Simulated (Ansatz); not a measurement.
**CH2AlNO: two geometries relaxed**

All numbers below are computed with Ansatz 0.2.0 (RKS BLYP-D4/def2-SVP).

### 1 Starting point

Bond lengths: O1–C2 1.287 Å, C2–N3 1.296 Å, N3–Al4 1.865 Å, Al4–H5 1.641 Å, Al4–H6 1.604 Å. Angles: O1–C2–N3 178.3°, C2–N3–Al4 118.9°, N3–Al4–H5 118.6°, N3–Al4–H6 122.7°, H5–Al4–H6 118.2°.

As a file:

```xyz
6

O     1.6334   -1.6115    1.5383
C     0.9508   -1.2279    0.5170
N     0.2751   -0.8733   -0.5309
Al   -0.6132    0.7663   -0.5199
H    -1.4983    1.1880   -1.8363
H    -0.7058    1.6943    0.7857
```

### 2 End point A

input.yaml

```yaml
crystal:
  periodic: [false, false, false]
  atoms:
    - { symbol: O, position_ang: [1.6334, -1.6115, 1.5383] }
    - { symbol: C, position_ang: [0.9508, -1.2279, 0.517] }
    - { symbol: "N", position_ang: [0.2751, -0.8733, -0.5309] }
    - { symbol: Al, position_ang: [-0.6132, 0.7663, -0.5199] }
    - { symbol: H, position_ang: [-1.4983, 1.188, -1.8363] }
    - { symbol: H, position_ang: [-0.7058, 1.6943, 0.7857] }
basis:
  gaussian: { orbitals: def2-SVP }
hamiltonian:
  xc: blyp
  dispersion: d4
relax:
  f_tol: 0.015
  max_steps: 40
```

Command:

```bash
$ ansatz run input.yaml --threads 1 --pin off --max-ram 2048MiB --backend cpu --events-out ev --progress --plain --runs-dir out
```

What time and memory should one allow on 1 thread of Arm Neoverse V1, shared host?

About 19 s, with a peak of 0.15 GiB.
